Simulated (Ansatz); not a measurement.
# C₂H₈GaN: up Jacob's ladder to CCSD(T)

One table from this session's results is given with a row withheld; the runs are named, their logs left out.

Method: functionals in def2-TZVPP, the program's frozen cores in correlated methods; program: Ansatz 0.2.0, Gaussian basis.

Plan: LDA (SPW92), PBE-D4, revPBE-D4, BLYP-D4, r2SCAN-D4, B97M-V, PBE0-D4, B3LYP-D4, r2SCANh-D4, r2SCAN0-D4, HSE06-D4, BHLYP-D4, CAM-B3LYP-D4, LC-ωPBE, ωB97X-V, ωB97M-V, B2PLYP, PBE-QIDH; CCSD(T)/def2-SVP; CCSD(T)/def2-TZVPP; MP2/def2-QZVPP; extrapolation to the limit; RPA on PBE.

## The geometry

All runs share one geometry, relaxed beforehand with PBE0-D4 in a triple-zeta def2 set.

SMILES `CC[NH][GaH2]`, 12 atoms, charge 0, spin multiplicity 1.

Atoms are counted from 1 here; the program's logs count them from 0.

Bond lengths: C1–C2 1.520 Å, C1–H5 1.094 Å, C1–H6 1.094 Å, C1–H7 1.093 Å, C2–N3 1.445 Å, C2–H8 1.095 Å, C2–H9 1.099 Å, N3–Ga4 1.815 Å, N3–H10 1.009 Å, Ga4–H11 1.561 Å, Ga4–H12 1.562 Å. Angles: C2–C1–H5 110.8°, C2–C1–H6 111.1°, C2–C1–H7 110.7°, H5–C1–H6 107.8°, H5–C1–H7 107.8°, H6–C1–H7 108.5°, C1–C2–N3 113.3°, C1–C2–H8 109.4°, C1–C2–H9 109.1°, N3–C2–H8 108.2°, N3–C2–H9 110.6°, H8–C2–H9 106.0°, C2–N3–Ga4 127.7°, C2–N3–H10 112.8°, Ga4–N3–H10 119.4°, N3–Ga4–H11 116.8°, N3–Ga4–H12 116.0°, H11–Ga4–H12 127.3°.

The first run:

File in.yaml:

```yaml
crystal:
  periodic: [false, false, false]
  atoms:
    - {symbol: C, position_ang: [-0.538143, 1.581347, 0.402026]}
    - {symbol: C, position_ang: [0.320735, 0.356518, 0.668867]}
    - {symbol: N, position_ang: [0.582628, -0.426233, -0.517123]}
    - {symbol: Ga, position_ang: [0.044560, -2.123464, -0.869454]}
    - {symbol: H, position_ang: [-0.056071, 2.244632, -0.322050]}
    - {symbol: H, position_ang: [-0.704107, 2.152972, 1.319378]}
    - {symbol: H, position_ang: [-1.508914, 1.289870, -0.006006]}
    - {symbol: H, position_ang: [-0.179712, -0.286984, 1.399427]}
    - {symbol: H, position_ang: [1.262772, 0.673009, 1.138460]}
    - {symbol: H, position_ang: [1.095150, 0.086444, -1.219198]}
    - {symbol: H, position_ang: [0.446673, -2.715315, -2.256842]}
    - {symbol: H, position_ang: [-0.765571, -2.832798, 0.262495]}
basis:
  gaussian: {orbitals: def2-TZVPP}
hamiltonian: {xc: lda}
output: {orbitals: {seedname: orbitals}}
```

On the command line:

```console
> ansatz run in.yaml --threads 4 --pin off --events-out ev --progress --plain --max-ram 10444MiB
```

Steps of the session up to this table: LDA; PBE-D4 (GGA); revPBE-D4 (GGA); BLYP-D4 (GGA); r2SCAN-D4 (meta-GGA); B97M-V (meta-GGA); PBE0-D4 (hybrid); B3LYP-D4 (hybrid); r2SCANh-D4 (hybrid); r2SCAN0-D4 (hybrid); HSE06-D4 (hybrid); BHLYP-D4 (hybrid); CAM-B3LYP-D4 (range-separated); LC-ωPBE (range-separated); ωB97X-V (range-separated); ωB97M-V (range-separated); B2PLYP (double hybrid); PBE-QIDH (double hybrid).

One of the session's tables, all rows but one given; the rest of the session is left out.

It belongs to the step «Frontier levels by functional». 

| functional | HOMO (eV) | gap (eV) |
| --- | --- | --- |
| LDA (SPW92) | -5.73 | 3.98 |
| PBE-D4 | -5.55 | 4.03 |
| revPBE-D4 | -5.47 | 4.07 |
| BLYP-D4 | -5.44 | 3.98 |
| r2SCAN-D4 | -5.76 | 4.51 |
| B97M-V | -5.87 | 4.39 |
| PBE0-D4 | -6.75 | 6.00 |
| B3LYP-D4 | -6.56 | 5.54 |
| r2SCANh-D4 | -6.22 | 5.24 |
| r2SCAN0-D4 | -6.92 | 6.33 |
| HSE06-D4 | ? | ? |
| BHLYP-D4 | -7.92 | 7.88 |
| CAM-B3LYP-D4 | -8.14 | 8.26 |
| LC-ωPBE | -9.47 | 10.75 |
| ωB97X-V | -9.13 | 10.27 |
| ωB97M-V | -9.06 | 9.98 |

Q: Estimate the row for HSE06-D4 from the others.

**Answer.** HOMO (eV): -6.35; gap (eV): 5.23. In the column «HOMO (eV)» it lies between B3LYP-D4 (-6.56) and r2SCANh-D4 (-6.22).
